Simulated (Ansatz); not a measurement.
# BeBr+ (triplet): PBE, r2SCAN, PBE0, B3LYP, wB97M-V, B2PLYP, RPA-PBE over vertical gaps between states, cc-pVDZ

Aim: run BeBr+ (triplet) with these functionals over vertical gaps between states, and hold them against the top wave-function level at the same points.

Computed with Ansatz 0.2.0, Gaussian basis. Level: cc-pVDZ, all electrons in the functionals, frozen cores in the correlation of double hybrids and RPA.

Plan: PBE, r2SCAN, PBE0, B3LYP, wB97M-V, B2PLYP, RPA-PBE, at charge 1, triplet; charge 1, singlet; charge 1, quintet.

18 further runs of the same task are left out: 7 for a known fault of the program, 5 that didn't finish, 6 set aside as unsound or not needed.

**1. What is computed**

The geometry is a PBE0/def2-TZVP stationary point (not a proven minimum). No spin-orbit coupling is included. The filled d shell of Br may be among the frozen orbitals whatever the setting's name suggests; the logs give the count.

2 atoms, charge 1, spin multiplicity 3.

Atoms are counted from 1 here; the program's logs count them from 0.

Bond lengths: Br1–Be2 2.283 Å.

Geometry (Å):

```xyz
2
charge 1, multiplicity 3
Br    0.0000    0.0000    0.0000
Be    0.0000    0.0000    2.2832
```

No dispersion term is added; wB97M-V holds VV10 nonlocal correlation. B3LYP takes the VWN-RPA correlation.

The geometry shown and the zero of energy belong to the point charge 1, triplet. The yardstick, UCCSDT(Q), and other wave-function levels (R restricted, U unrestricted, valence and pair active spaces) come from earlier runs.

**2. PBE, charge 1, triplet**

in.yaml

```yaml
crystal:
  periodic: [false, false, false]
  atoms:
    - {symbol: Br, position_ang: [0.000000, 0.000000, 0.000000]}
    - {symbol: Be, position_ang: [0.000000, 0.000000, 2.283200]}
basis:
  gaussian: {orbitals: cc-pVDZ}
total_charge: 1
magnetization: {spin_polarized: true, initial_magnetization: 2}
hamiltonian: {xc: {name: PBE}}
output: {orbitals: {seedname: orbitals}}
```

Command:

```console
$ ansatz run in.yaml --threads 1 --pin off --events-out ev --progress --plain --max-ram 2393MiB
```

The runs that follow: PBE, charge 1, singlet; PBE, charge 1, quintet; r2SCAN, charge 1, triplet; r2SCAN, charge 1, singlet; r2SCAN, charge 1, quintet; PBE0, charge 1, triplet; PBE0, charge 1, singlet; PBE0, charge 1, quintet; B3LYP, charge 1, triplet; B3LYP, charge 1, singlet; B3LYP, charge 1, quintet; wB97M-V, charge 1, triplet; wB97M-V, charge 1, singlet; wB97M-V, charge 1, quintet; B2PLYP, charge 1, triplet; B2PLYP, charge 1, singlet; B2PLYP, charge 1, quintet; RPA-PBE, charge 1, triplet; RPA-PBE, charge 1, singlet; RPA-PBE, charge 1, quintet.

Before running them: what should the planned runs give, taken together? Wanted: triplet to singlet, UCCSDT(Q); triplet to quintet, UCCSDT(Q); largest miss, PBE; largest miss, r2SCAN; largest miss, PBE0; largest miss, B3LYP; largest miss, wB97M-V; largest miss, B2PLYP; largest miss, RPA-PBE.

As calculated:

| quantity | value |
| --- | --- |
| triplet to singlet, UCCSDT(Q) | -35.1 kcal/mol |
| triplet to quintet, UCCSDT(Q) | 167.0 kcal/mol |
| largest miss, PBE | +5.1 kcal/mol (triplet to quintet) |
| largest miss, r2SCAN | +6.3 kcal/mol (triplet to quintet) |
| largest miss, PBE0 | +4.8 kcal/mol (triplet to quintet) |
| largest miss, B3LYP | +9.0 kcal/mol (triplet to quintet) |
| largest miss, wB97M-V | +13.8 kcal/mol (triplet to quintet) |
| largest miss, B2PLYP | +7.2 kcal/mol (triplet to quintet) |
| largest miss, RPA-PBE | +9.0 kcal/mol (triplet to singlet) |
| largest miss, RCCSD(T) | +0.4 kcal/mol (triplet to singlet) |
| largest miss, UCCSD(T) | +0.4 kcal/mol (triplet to singlet) |

Of the functionals, PBE0 keep the smallest largest miss at the points compared (at most 4.8 kcal/mol) and wB97M-V strays most (13.8 kcal/mol, at triplet to quintet). Functionals and the yardstick converge differently with the basis, so part of each miss in cc-pVDZ is the basis.
